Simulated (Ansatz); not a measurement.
SbAs:

```
Sb As
1.0
     2.03271    1.17359    3.71659
    -2.03271    1.17359    3.71659
     0.00000   -2.34718    3.71659
Sb As
1 1
Direct
  0.77090 0.77090 0.77090
  0.22910 0.22910 0.22910
```

The cell is a database's computed one.

| Property | Result |
| --- | --- |
| Program | Ansatz 0.2.0 |
| Task | relaxation of cell and atoms |
| Functional | revPBE |
| Dispersion | D4 |
| Potentials or basis | Ansatz PAW |
| Cutoff | 420 eV (not typed: the program's choice for these potentials) |
| k mesh | 8 × 8 × 8 |
| Occupations | fermi-dirac, width 0.05 eV |
| Spin | no spin polarisation |

At the start: volume 26.60 Å³/atom.

Problem. How do energy, volume and symmetry change on relaxing?

Solution. It ends after 8 steps and the volume is 24.43 Å³/atom (-8.2 %); space group R3m (No. 160, to 0.05 Å).

Step by step:
```
step  energy change (eV)  largest force (eV/Å)  volume (Å³)
   1              0.0000                0.1993        53.20
   2             -0.0391                0.1170        47.46
   3             -0.0568                0.0263        49.05
   4             -0.0581                0.0032        48.99
   5             -0.0593                0.0134        49.01
   6             -0.0595                0.0156        48.80
   7             -0.0595                0.0018        48.86
   8             -0.0587                0.0018        48.86
```

Final structure:
```
CELL_PARAMETERS angstrom
2.02083 1.16673 3.45366
-2.02083 1.16673 3.45366
0.00000 -2.33345 3.45366
ATOMIC_POSITIONS crystal
Sb 0.76481 0.76481 0.76481
As 0.23520 0.23520 0.23520
```

Caveat: the plane-wave basis is chosen anew once the cell has moved, so the energies of steps on either side of that aren't comparable; the PAW data sets come from PBE, with cores solved anew for the run's functional, which leaves a small shift of forces and pressure.
